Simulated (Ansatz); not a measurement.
# GdCl3: the cost of one run

Computed with Ansatz 0.2.0 (DFT LDA+U (U_eff = 1 eV on Gd f), plane waves, PAW, no spin–orbit coupling unless a run says so, unless a step's input says otherwise).

## 1. The system as given

The structure is hexagonal, space group P6_3/m (No. 176). Conventional cell: a = 7.264 Å, b = 7.264 Å, c = 4.217 Å, α = 90.00°, β = 90.00°, γ = 120.00°. Around Gd (site symmetry -6) lie 9 Cl at 2.86 to 2.87 Å. Cl (site symmetry m) has 3 Gd at 2.86 to 2.87 Å in its first shell of neighbours.

Coordinates:

```cif
data_structure
_symmetry_space_group_name_H-M 'P 1'
_symmetry_Int_Tables_number 1
_cell_length_a 7.2643
_cell_length_b 7.2643
_cell_length_c 4.2173
_cell_angle_alpha 90.000
_cell_angle_beta 90.000
_cell_angle_gamma 120.000
_cell_volume 192.73
loop_
_atom_site_label
_atom_site_type_symbol
_atom_site_fract_x
_atom_site_fract_y
_atom_site_fract_z
_atom_site_occupancy
Gd1 Gd 0.33333 0.66667 0.25000 1
Gd2 Gd 0.66667 0.33333 0.75000 1
Cl1 Cl 0.38580 0.30090 0.25000 1
Cl2 Cl 0.69910 0.08490 0.25000 1
Cl3 Cl 0.91510 0.61420 0.25000 1
Cl4 Cl 0.61420 0.69910 0.75000 1
Cl5 Cl 0.30090 0.91510 0.75000 1
Cl6 Cl 0.08490 0.38580 0.75000 1
```

Magnetic order typed: ferromagnetic.

An earlier series on this cell reached its lowest free state from «from atoms, symmetry kept, no search», perhaps among other starts.

## 2. From atoms, default search

File input.yaml:

```yaml
crystal:
  lattice:
    - [7.26433142, 0.0, 0.0]
    - [-3.63216571, 6.29109555, 0.0]
    - [0.0, 0.0, 4.21727476]
  atoms:
    - { symbol: Gd, position: [0.3333333333, 0.6666666667, 0.25], spin: 7.0 }
    - { symbol: Gd, position: [0.6666666667, 0.3333333333, 0.75], spin: 7.0 }
    - { symbol: Cl, position: [0.3858, 0.3009, 0.25] }
    - { symbol: Cl, position: [0.6991, 0.0849, 0.25] }
    - { symbol: Cl, position: [0.9151, 0.6142, 0.25] }
    - { symbol: Cl, position: [0.6142, 0.6991, 0.75] }
    - { symbol: Cl, position: [0.3009, 0.9151, 0.75] }
    - { symbol: Cl, position: [0.0849, 0.3858, 0.75] }
basis:
  ecutwfc: 420
  ecutrho_ratio: 4
kpoints:
  mp_grid: { grid: [3, 3, 5] }
hamiltonian:
  xc: lda
  hubbard:
    sites: [{ site: 0, l: f, u_eff: 1.0 }, { site: 1, l: f, u_eff: 1.0 }]
scf:
  occupations: { method: gaussian, width: 0.05 }
output:
  forces: true
  stress: true
  eigenvalues: true
  populations: true
  hubbard: { sites: [{ site: 0, l: f }, { site: 1, l: f }] }
  write_density: true
  write_potential: true
  elf: true
  volumetric_format: npy
magnetization:
  spin_polarized: true
```

Started as:

```
> ansatz run input.yaml --threads 8 --pin off --max-ram 12288MiB --backend cpu --events-out ev --progress --plain --runs-dir out
```

**Question.** How long does this run take on 8 threads of Arm Neoverse V2, shared host, and how much memory does it need?

About 3.5 s, with a peak of 0.89 GiB.
